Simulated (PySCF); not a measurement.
# Si2H5O2F (SMILES O[SiH2][SiH](O)F) at 6 levels

Aim: a comparison of 6 runs (HF/STO-3G, HF/3-21G, B2PLYP/6-31G, B3LYP/6-31G*, PBE/def2-SVP) of Si2H5O2F. Input form: a Python script.

The calculation is run with PySCF 2.14.0.

### Step 1. The system as given

Si2H5O2F: 10 atoms, total charge 0, spin state singlet. As SMILES, `O[SiH2][SiH](O)F`. Geometry: relaxed at PBE0-D4/def2-TZVP. This is one conformer, not always the lowest.

Bond lengths: O1–Si2 1.663 Å, Si2–Si3 2.352 Å, Si3–O4 1.635 Å, Si3–F5 1.602 Å, O1–H6 0.958 Å, Si2–H7 1.492 Å, Si2–H8 1.490 Å, Si3–H9 1.480 Å, O4–H10 0.962 Å. Some angles: O1–Si2–Si3 99.7°, Si2–Si3–O4 105.6°, Si2–Si3–F5 108.9°, O4–Si3–F5 110.9°, O1–Si2–H7 111.1°, O1–Si2–H8 111.3°, Si3–Si2–H7 113.0°, Si3–Si2–H8 114.4°, Si2–O1–H6 118.7°, Si2–Si3–H9 117.9°.

### Step 2. Energy and forces at HF/STO-3G (run 1)

input.py

```python
from pyscf import gto, scf

mol = gto.Mole()
mol.atom = '''
O     -2.869360     0.971508    -1.394996
Si    -1.758957    -0.396654     1.207724
Si     2.589114    -0.331269     0.292908
O      2.789614     0.082770    -2.762402
F      3.869403     1.971551     1.782390
H     -4.650994     1.264038    -1.532757
H     -2.782622    -3.007310     1.498364
H     -2.486502     1.047286     3.513001
H      4.095414    -2.597995     0.936170
H      1.361737     0.899510    -3.535111
'''
mol.max_memory = 1860
mol.unit = 'bohr'
mol.basis = 'sto-3g'
mol.verbose = 4
mol.build()

myscf = scf.RHF(mol)
myscf.conv_tol = 1e-10
myscf.kernel()
if not myscf.converged:
    myscf = myscf.newton().run(myscf.mo_coeff, myscf.mo_occ)

energy = myscf.e_tot
print('E = %.10f Eh' % energy)
grad = myscf.nuc_grad_method().kernel()
myscf.analyze()
```

Started as:

```
$ OMP_NUM_THREADS=1 python input.py
```

The log of the run:

```text
PySCF version 2.14.0

[... 64 lines left out ...]
converged SCF energy = -819.879170578874
[... 16 lines left out ...]
Two-electron Energy =                  634.253359182024155
[... 5 lines left out ...]
MO #2   energy= -67.9905947263875  occ= 2
[... 3 lines left out ...]
MO #6   energy= -6.01252675284277  occ= 2
[... 3 lines left out ...]
MO #10  energy= -4.03712676321298  occ= 2
[... 3 lines left out ...]
MO #14  energy= -1.43204628046663  occ= 2
[... 3 lines left out ...]
MO #18  energy= -0.646421752157834 occ= 2
[... 3 lines left out ...]
MO #22  energy= -0.468031091763296 occ= 2
[... 3 lines left out ...]
MO #26  energy= -0.385684687069409 occ= 2
[... 3 lines left out ...]
MO #30  energy= 0.377879302845972  occ= 0
[... 3 lines left out ...]
MO #34  energy= 0.52445269674597   occ= 0
[... 3 lines left out ...]
MO #38  energy= 0.764238268720769  occ= 0
[... 12 lines left out ...]
pop of  1 Si 2pz          1.99903
pop of  1 Si 3px          0.86482
pop of  1 Si 3py          0.76526
pop of  1 Si 3pz          0.68011
pop of  2 Si 1s           2.00000
pop of  2 Si 2s           1.99991
pop of  2 Si 3s           1.12266
pop of  2 Si 2px          1.99897
pop of  2 Si 2py          1.99916
pop of  2 Si 2pz          1.99930
pop of  2 Si 3px          0.83003
pop of  2 Si 3py          0.70020
pop of  2 Si 3pz          0.62796
pop of  3 O 1s            1.99990
pop of  3 O 2s            1.67608
pop of  3 O 2px           1.53386
pop of  3 O 2py           1.79322
pop of  3 O 2pz           1.38345
pop of  4 F 1s            1.99996
pop of  4 F 2s            1.89059
pop of  4 F 2px           1.86712
pop of  4 F 2py           1.69430
pop of  4 F 2pz           1.83084
pop of  5 H 1s            0.87679
pop of  6 H 1s            1.15490
pop of  7 H 1s            1.15126
pop of  8 H 1s            1.15507
pop of  9 H 1s            0.86495
 ** Mulliken atomic charges  **
charge of    0O =     -0.38644
charge of    1Si =      0.53693
charge of    2Si =      0.72181
charge of    3O =     -0.38651
charge of    4F =     -0.28282
charge of    5H =      0.12321
charge of    6H =     -0.15490
charge of    7H =     -0.15126
charge of    8H =     -0.15507
charge of    9H =      0.13505
Dipole moment(X, Y, Z, Debye): -2.40653, -0.63960,  0.95693
```

Run time: 1.8 s. Hardware: 1 thread of Arm Neoverse V2, shared host; peak memory 0.12 GiB.

### Step 3. Energy and forces at HF/3-21G (run 2)

run.py

```python
import pyscf.grad
from pyscf import gto, scf

molecule = gto.Mole()
molecule.atom = '''
O     -1.518400     0.514100    -0.738200
Si    -0.930800    -0.209900     0.639100
Si     1.370100    -0.175300     0.155000
O      1.476200     0.043800    -1.461800
F      2.047600     1.043300     0.943200
H     -2.461200     0.668900    -0.811100
H     -1.472500    -1.591400     0.792900
H     -1.315800     0.554200     1.859000
H      2.167200    -1.374800     0.495400
H      0.720600     0.476000    -1.870700
'''
molecule.spin = 0
molecule.basis = '3-21g'
molecule.max_memory = 1860
molecule.charge = 0
molecule.verbose = 3
molecule.build()

mf = scf.RHF(molecule)
mf.conv_tol = 1e-10
mf.kernel()
if not mf.converged:
    mf = mf.newton().run(mf.mo_coeff, mf.mo_occ)

e_final = mf.e_tot
print('Final energy', e_final)
grad = mf.Gradients().kernel()
mf.analyze()
```

Started as:

```
$ OMP_NUM_THREADS=1 python run.py
```

The log of the run:

```text
converged SCF energy = -825.619924542132
Final energy -825.6199245421321
--------------- RHF gradients ---------------
         x                y                z
0 O     0.0047667240    -0.0070462517     0.0137774526
1 Si    -0.0092294960     0.0117428787    -0.0221324013
2 Si     0.0000881626     0.0320704595    -0.0153066608
3 O     0.0066475652    -0.0066953321     0.0154729435
4 F    -0.0091508180    -0.0217949955    -0.0120570352
5 H     0.0053187193    -0.0046197809     0.0089833969
6 H    -0.0026048099    -0.0009521651    -0.0004177050
7 H    -0.0022582895     0.0014102914     0.0001470955
8 H     0.0054717459    -0.0018324690    -0.0006096622
9 H     0.0009504962    -0.0022826354     0.0121425759
----------------------------------------------
**** MO energy ****
MO #1   energy= -68.3747182602469  occ= 2
MO #2   energy= -68.3342683770768  occ= 2
MO #3   energy= -26.1315690059967  occ= 2
MO #4   energy= -20.4645407746996  occ= 2
MO #5   energy= -20.451187581531   occ= 2
MO #6   energy= -6.17716856202799  occ= 2
MO #7   energy= -6.14528680727684  occ= 2
MO #8   energy= -4.27353871513323  occ= 2
MO #9   energy= -4.27307587435066  occ= 2
MO #10  energy= -4.27287802185286  occ= 2
MO #11  energy= -4.24150283805025  occ= 2
MO #12  energy= -4.24039004666216  occ= 2
MO #13  energy= -4.2403247375034   occ= 2
MO #14  energy= -1.56007961129675  occ= 2
MO #15  energy= -1.35195082891238  occ= 2
MO #16  energy= -1.34268099866526  occ= 2
MO #17  energy= -0.796284949081485 occ= 2
MO #18  energy= -0.751537852416137 occ= 2
MO #19  energy= -0.674287389034731 occ= 2
MO #20  energy= -0.659213043185003 occ= 2
MO #21  energy= -0.641312247344303 occ= 2
MO #22  energy= -0.628817748860973 occ= 2
MO #23  energy= -0.584019454663875 occ= 2
MO #24  energy= -0.561630005672772 occ= 2
MO #25  energy= -0.530834365783585 occ= 2
MO #26  energy= -0.527323834261893 occ= 2
MO #27  energy= -0.495923927766601 occ= 2
MO #28  energy= -0.461117165409691 occ= 2
MO #29  energy= -0.404834295175872 occ= 2
MO #30  energy= 0.114973062340315  occ= 0
MO #31  energy= 0.153167861237515  occ= 0
MO #32  energy= 0.177858531141315  occ= 0
MO #33  energy= 0.245788960645858  occ= 0
MO #34  energy= 0.259112040069374  occ= 0
MO #35  energy= 0.284653339434026  occ= 0
MO #36  energy= 0.313385689176902  occ= 0
MO #37  energy= 0.353535577143187  occ= 0
MO #38  energy= 0.370105921264325  occ= 0
MO #39  energy= 0.422307720252125  occ= 0
MO #40  energy= 0.466644726597167  occ= 0
MO #41  energy= 0.493356173545465  occ= 0
MO #42  energy= 0.512381332699569  occ= 0
MO #43  energy= 0.605906295518855  occ= 0
MO #44  energy= 0.625031280055242  occ= 0
MO #45  energy= 0.651475161455699  occ= 0
MO #46  energy= 0.659521394155921  occ= 0
MO #47  energy= 1.26075818884003   occ= 0
MO #48  energy= 1.27656008176113   occ= 0
MO #49  energy= 1.33384890133949   occ= 0
MO #50  energy= 1.34633419089805   occ= 0
MO #51  energy= 1.36554418700418   occ= 0
MO #52  energy= 1.81729639419682   occ= 0
MO #53  energy= 1.85861713367487   occ= 0
MO #54  energy= 1.88201200422242   occ= 0
MO #55  energy= 1.92308654610293   occ= 0
MO #56  energy= 2.04623842204891   occ= 0
MO #57  energy= 2.09138341932798   occ= 0
MO #58  energy= 2.31556841105257   occ= 0
MO #59  energy= 2.37624458850091   occ= 0
MO #60  energy= 2.44813862216932   occ= 0
MO #61  energy= 3.09946887309124   occ= 0
MO #62  energy= 3.16212352472771   occ= 0
MO #63  energy= 3.83085313620666   occ= 0
 ** Mulliken atomic charges  **
charge of    0O =     -0.71007
charge of    1Si =      0.59915
charge of    2Si =      1.05137
charge of    3O =     -0.70006
charge of    4F =     -0.49151
charge of    5H =      0.30893
charge of    6H =     -0.12526
charge of    7H =     -0.11873
charge of    8H =     -0.13200
charge of    9H =      0.31818
Dipole moment(X, Y, Z, Debye): -4.04514, -0.79072,  0.55997
```

Wall time 1.9 s (1 thread of Arm Neoverse V2, shared host); peak memory 0.14 GiB.

Runs 3 to 5 aren't shown in full; the table further down has their settings and results.

### Step 4. Energy and gradient at PBE/def2-SVP (run 6)

calc.py

```python
from pyscf import gto, dft

molecule = gto.M(
    atom=[
    ('O', (-1.518400, 0.514100, -0.738200)),
    ('Si', (-0.930800, -0.209900, 0.639100)),
    ('Si', (1.370100, -0.175300, 0.155000)),
    ('O', (1.476200, 0.043800, -1.461800)),
    ('F', (2.047600, 1.043300, 0.943200)),
    ('H', (-2.461200, 0.668900, -0.811100)),
    ('H', (-1.472500, -1.591400, 0.792900)),
    ('H', (-1.315800, 0.554200, 1.859000)),
    ('H', (2.167200, -1.374800, 0.495400)),
    ('H', (0.720600, 0.476000, -1.870700)),
],
    verbose=3,
    max_memory=1860,
    basis='def2-svp',
)

mf = dft.RKS(molecule)
mf.xc = 'pbe'
mf.conv_tol = 1e-10
mf.grids.level = 5
mf.kernel()
if not mf.converged:
    mf = mf.newton().run(mf.mo_coeff, mf.mo_occ)

e_tot = mf.e_tot
print('E(%s) = %.9f' % ('PBE', e_tot))
grad = mf.nuc_grad_method().kernel()
mf.analyze()
```

Started as:

```
$ OMP_NUM_THREADS=1 python calc.py
```

The log of the run:

```text
converged SCF energy = -831.470575261307
[... 13 lines left out ...]
MO #4   energy= -18.7717767865604  occ= 2
[... 8 lines left out ...]
MO #13  energy= -3.48618589340311  occ= 2
[... 8 lines left out ...]
MO #22  energy= -0.373614368595996 occ= 2
[... 8 lines left out ...]
MO #31  energy= -0.0117359616154311 occ= 0
[... 8 lines left out ...]
MO #40  energy= 0.254073314336414  occ= 0
[... 8 lines left out ...]
MO #49  energy= 0.462991472931158  occ= 0
[... 8 lines left out ...]
MO #58  energy= 0.789480672936927  occ= 0
[... 8 lines left out ...]
MO #67  energy= 1.13607868685507   occ= 0
[... 8 lines left out ...]
MO #76  energy= 1.49390329181858   occ= 0
[... 8 lines left out ...]
MO #85  energy= 2.04692857280838   occ= 0
[... 8 lines left out ...]
MO #94  energy= 2.85836518861145   occ= 0
[... 8 lines left out ...]
MO #103 energy= 3.6006538471759    occ= 0
[... 11 lines left out ...]
Dipole moment(X, Y, Z, Debye): -2.97414, -0.11616, -0.40333
```

It took 44 s on 1 thread of Arm Neoverse V2, shared host; peak memory 1 GiB.

### Step 5. All runs side by side

```csv
run,level,task,frozen core orbitals,energy (Eh),dipole moment (D),HOMO energy (eV),LUMO energy (eV),wall time
1,HF/STO-3G,gradient,–,-819.879171,2.67,-7.92,10.28,1.8 s
2,HF/3-21G,gradient,–,-825.619925,4.16,-11.02,3.13,1.9 s
3,B2PLYP/6-31G,energy,13,-831.643411,4.51,-9.41,0.47,17 s
4,B3LYP/6-31G* (spherical functions),gradient,–,-832.401801,3.22,-7.65,-0.58,37 s
5,B3LYP/6-31G* (Cartesian functions),gradient,–,-832.409281,3.22,-7.66,-0.62,41 s
6,PBE/def2-SVP,gradient,–,-831.470575,3.00,-6.60,-1.17,44 s
```

### Step 6. Summary of results

```
                       quantity          value
            run 6: total energy  -831.47058 Eh
           run 6: dipole moment         3.00 D
             run 6: HOMO energy       -6.60 eV
             run 6: LUMO energy       -1.17 eV
           run 6: HOMO–LUMO gap        5.43 eV
run 6: largest force on an atom     1.503 eV/Å
```

The dipole moment (its size) runs from 2.67 D (HF/STO-3G) to 4.51 D (B2PLYP/6-31G). The two ends differ in method and basis. A double hybrid's value is that of its SCF part. The HOMO–LUMO gap runs from 5.43 eV (PBE/def2-SVP) to 18.21 eV (HF/STO-3G). Totals of different functionals can't be ranked against each other. In run 1 the basis is minimal, so the values are rough. All runs together took 2.4 min, the longest 44 s.
